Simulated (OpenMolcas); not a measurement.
**C2HClFIn (SMILES C#[C][In]([F])[Cl]) at 6 levels**

Aim: a comparison of 6 runs (HF/STO-3G, HF/def2-SVP, B2PLYP/def2-SVP, BLYP/def2-SVP, SVWN5/def2-SVP, CCSD(T)/def2-SVP) of C2HClFIn. 

The results are computed with OpenMolcas 26.06.

**1. The system as given**

C2HClFIn: 6 atoms, total charge 0, spin state singlet. As SMILES, `C#[C][In]([F])[Cl]`. The coordinates come from a PBE0-D4/def2-TZVP relaxation.

Bond lengths: C1–C2 1.206 Å, C2–In3 2.048 Å, In3–F4 1.933 Å, In3–Cl5 2.293 Å, C1–H6 1.067 Å. Angles: C1–C2–In3 179.4°, C2–In3–F4 120.7°, C2–In3–Cl5 127.6°, F4–In3–Cl5 111.7°, C2–C1–H6 179.8°.

**2. Energy and gradient at HF/STO-3G (run 1)**

Contents of run.input:

```
&GATEWAY
BasLib
$CurrDir
Coord
6
angstrom
C        1.088300       0.340300       1.700800
C        0.438900       0.120100       0.708700
In      -0.655800      -0.235700      -0.984700
F       -1.773600      -1.806600      -1.123700
Cl      -0.759200       1.049500      -2.880900
H        1.661500       0.532400       2.579900
Basis
STO-3G
Group
NoSym
&SEWARD
&SCF
Thresholds
1e-10 1e-07 1e-07 1e-05
PrOrbitals
1
&ALASKA
```

The basis set STO-3G is read from a file made from the Basis Set Exchange's data (not shown).

On the command line:

```console
$ export MOLCAS_MEM=1860
$ pymolcas run.input > run.log
```

Output:

```text
--- Start Module: gateway ---
[...]
--- Stop Module: gateway /rc=_RC_ALL_IS_WELL_ ---
[...]
      Basis functions           52
[...]
--- Start Module: scf ---
[...]
       Convergence after  13 Iterations
[...]
::    Total SCF energy                              -6310.9228132482
[...]
      Total spin, S                                     0.0000000000
[...]
      Total electronic charge=   88.000000
      Total            charge=   -0.000000
[...]
      Dipole Moment (debye):
      Origin of the operator (angstrom)=   -0.5962   -0.0962   -1.0508
                   X=  7.8186E-01               Y= -6.3909E-01               Z=  2.3847E+00           Total=  2.5897E+00
      Quadrupole Moment (debye*angstrom):
[...]
--- Stop Module: scf /rc=_RC_ALL_IS_WELL_ ---
--- Start Module: alaska ---
[...]
 *              Molecular gradients               *
 **************************************************
  Irreducible representation: a
 ------------------------------------------------------------------------------------------
                              X                       Y                       Z
 ------------------------------------------------------------------------------------------
  C1                4.08765039062544E-02    1.42291669279277E-02    6.19212464664756E-02
  C2               -2.57220806545537E-02   -1.22290872786068E-02   -3.46394133894368E-02
  IN3               4.91020124326091E-03    2.06200677274380E-02   -1.74665763493547E-02
  F4               -1.81195005909558E-02   -2.60265776526012E-02   -1.51018923365687E-03
  CL5              -1.71625091834837E-03    3.28036568083689E-03   -7.70577114160176E-03
  H6               -2.28872985575723E-04    1.26064594858200E-04   -5.99296352415735E-04
 ------------------------------------------------------------------------------------------
--- Stop Module: alaska /rc=_RC_ALL_IS_WELL_ ---
[...]
```

It took 3 s on 1 thread of Intel Xeon 6975P-C (Granite Rapids), shared host; peak memory 0.38 GiB.

**3. Energy and gradient at HF/def2-SVP (core potential) (run 2)**

Contents of test.input:

```
* C2HClFIn Hartree-Fock
>>> EXPORT MOLCAS_PRINT=2

&GATEWAY
 BasLib
 $CurrDir
 Coord
 6
 bohr
 C      2.05658894     0.64307380     3.21404619
 C      0.82940080     0.22695611     1.33924890
 In    -1.23928239    -0.44540845    -1.86081331
 F     -3.35161825    -3.41397922    -2.12348525
 Cl    -1.43468007     1.98326757    -5.44411199
 H      3.13977996     1.00609019     4.87530443
 Basis
 def2-SVP
 Group
 NoSym

&SEWARD

&SCF
 Thresholds
 1e-10 1e-07 1e-07 1e-05
 PrOrbitals
 1 1

&ALASKA
```

The basis set def2-SVP is read from a file made from the Basis Set Exchange's data (not shown).

On the command line:

```console
$ export MOLCAS_MEM=1860
$ pymolcas test.input > test.log
```

Output:

```text
--- Start Module: gateway ---
[...]
--- Stop Module: gateway /rc=_RC_ALL_IS_WELL_ ---
[...]
      Basis functions           91
[...]
--- Start Module: scf ---
[...]
       Convergence after  15 Iterations
[...]
::    Total SCF energy                               -824.1938566857
[...]
      Total spin, S                                     0.0000000000
[...]
      Total electronic charge=   60.000000
      Total            charge=   -0.000000
[...]
      Dipole Moment (debye):
      Origin of the operator (angstrom)=   -0.5962   -0.0962   -1.0508
                   X=  2.2126E+00               Y=  1.3629E+00               Z=  2.5741E+00           Total=  3.6577E+00
      Quadrupole Moment (debye*angstrom):
[...]
--- Stop Module: scf /rc=_RC_ALL_IS_WELL_ ---
[...]
--- Start Module: alaska ---
[...]
 *              Molecular gradients               *
 **************************************************
  Irreducible representation: a
 ------------------------------------------------------------------------------------------
                              X                       Y                       Z
 ------------------------------------------------------------------------------------------
  C1                8.39605561529311E-03    2.97878513226868E-03    1.26197084235944E-02
  C2               -1.52609284143570E-02   -5.57310770176001E-03   -2.27717425834419E-02
  IN3               6.07752765713787E-03    8.16368334296369E-03    1.24506910399891E-03
  F4                9.72292893395732E-04    1.67803351924434E-03   -2.87081758737207E-04
  CL5               5.61234133058530E-05   -7.16384936685976E-03    9.54442241468811E-03
  H6               -2.41071164796658E-04   -8.35449258366205E-05   -3.50375600210562E-04
 ------------------------------------------------------------------------------------------
--- Stop Module: alaska /rc=_RC_ALL_IS_WELL_ ---
[...]
```

Wall time 7.8 s (1 thread of Intel Xeon 6975P-C (Granite Rapids), shared host); peak memory 0.5 GiB.

Runs 3 to 5 aren't shown in full; the table further down has their settings and results.

**4. The energy at CCSD(T)/def2-SVP (core potential) (run 6)**

Contents of calc.inp:

```
&GATEWAY
  BASLIB=$CurrDir
  COORD
  6
  angstrom
  C        1.088300       0.340300       1.700800
  C        0.438900       0.120100       0.708700
  In      -0.655800      -0.235700      -0.984700
  F       -1.773600      -1.806600      -1.123700
  Cl      -0.759200       1.049500      -2.880900
  H        1.661500       0.532400       2.579900
  BASIS=def2-SVP
  GROUP=NoSym

&SEWARD

&SCF
  THRESHOLDS=1e-10 1e-07 1e-07 1e-05
  PRORBITALS=1 2

&RASSCF
  FILEORB=$Project.ScfOrb
  SPIN=1
  NACTEL=0 0 0
  INACTIVE=30
  RAS2=0
  OUTORBITALS=Canonical
  ORBLISTING=Nothing

&MOTRA
  JOBIPH
  FROZEN=12

&CCSDT
  CCT
  TRIPLES=2
  ITERATIONS=80
  ACCURACY=1e-08
  EXTRAPOLATION=5 4
```

The basis set def2-SVP is read from a file made from the Basis Set Exchange's data (not shown).

On the command line:

```console
$ export MOLCAS_MEM=1860
$ pymolcas calc.inp > calc.log
```

Output:

```text
--- Start Module: gateway ---
[...]
--- Stop Module: gateway /rc=_RC_ALL_IS_WELL_ ---
[...]
      Basis functions           91
[...]
       Convergence after  15 Iterations
[...]
::    Total SCF energy                               -824.1938566857
[...]
      Total spin, S                                     0.0000000000
[...]
      Number of active orbitals                  0
[...]
      Spin quantum number                      0.0
[...]
      Active orbitals                            0
[...]
      Number of CSFs                             1
[...]
      Number of root(s) required                 1
[...]
      Convergence after  4 iterations
[...]
      Natural orbitals and occupation numbers for root  1
      ************************************************************************************************************************
      *                                                    Final results                                                     *
      ************************************************************************************************************************
[...]
::    RASSCF root number  1 Total energy:   -824.19385669
[...]
      Total electronic charge=   60.000000
      Total            charge=   -0.000000
[...]
      Dipole Moment (debye):
      Origin of the operator (angstrom)=   -0.5962   -0.0962   -1.0508
                   X=  2.2126E+00               Y=  1.3629E+00               Z=  2.5741E+00           Total=  3.6577E+00
      Quadrupole Moment (debye*angstrom):
[...]
--- Start Module: motra ---
[...]
      *** WARNING: Default frozen orbitals is overwritten by user input.
      *** Default values:   8
[...]
--- Stop Module: motra /rc=_RC_ALL_IS_WELL_ ---
[...]
--- Start Module: ccsdt ---
[...]
      Convergence after                    17  Iterations
      Total energy (diff) :    -824.86253263      -0.00000000
[...]
 METHOD                       : CCSD+T(CCSD)+<T3(1)WT1> = CCSD(T)
[...]
       CCSD     =      -824.8625326276740
[...]
--- Stop Module: ccsdt /rc=_RC_ALL_IS_WELL_ ---
[...]
```

It took 87 s on 1 thread of Intel Xeon 6975P-C (Granite Rapids), shared host; peak memory 0.5 GiB.

**5. The series**

| run | level | task | frozen core orbitals | energy (Eh) | dipole moment (D) of the reference | HOMO energy (eV) | LUMO energy (eV) | wall time |
| --- | --- | --- | --- | --- | --- | --- | --- | --- |
| 1 | HF/STO-3G | gradient | – | -6310.922813 | 2.59 | -8.87 | 4.88 | 3 s |
| 2 | HF/def2-SVP (core potential) | gradient | – | -824.193857 | 3.66 | -11.69 | 0.90 | 7.8 s |
| 3 | B2PLYP/def2-SVP (core potential) | energy | 12 | -826.133002 | 3.36 | -9.88 | -0.85 | 15 s |
| 4 | BLYP/def2-SVP (core potential) | gradient | – | -826.618351 | 2.87 | -7.33 | -2.57 | 23 s |
| 5 | SVWN5/def2-SVP (core potential) | gradient | – | -823.562361 | 2.98 | -7.74 | -2.93 | 17 s |
| 6 | CCSD(T)/def2-SVP (core potential) | energy | 12 | -824.883351 | 3.66 | -11.69 | 0.90 | 87 s |

**6. Summary of results**

```
                                           quantity          value
                                run 6: total energy  -824.88335 Eh
          run 6: dipole moment (mean-field density)         3.66 D
         run 6: HOMO energy (Hartree–Fock orbitals)      -11.69 eV
         run 6: LUMO energy (Hartree–Fock orbitals)        0.90 eV
       run 6: HOMO–LUMO gap (Hartree–Fock orbitals)       12.60 eV
run 6: correlation energy (12 core orbitals frozen)     -689.5 mEh
                              run 6: (T) correction     -20.82 mEh
```

In words: Over runs 1, 2, 3, 4, 5 the dipole moment (its size) runs from 2.59 D (HF/STO-3G) to 3.66 D (HF/def2-SVP). The two ends differ in basis and core potential. Over runs 1, 2, 3, 4, 5 the HOMO–LUMO gap runs from 4.75 eV (BLYP/def2-SVP) to 13.76 eV (HF/STO-3G). The two ends differ in method and basis and core potential. For B2PLYP the log adds the whole second-order term; the table takes 0.27 of it, as the functional is defined. Totals of different functionals can't be ranked against each other. Some runs of one species differ in core potentials or relativity; totals across that change don't compare. In run 1 the basis is minimal, so the values are rough. In run 1 relativity is left out where basis or elements ask for it. All runs together took 2.5 min, the longest 87 s.
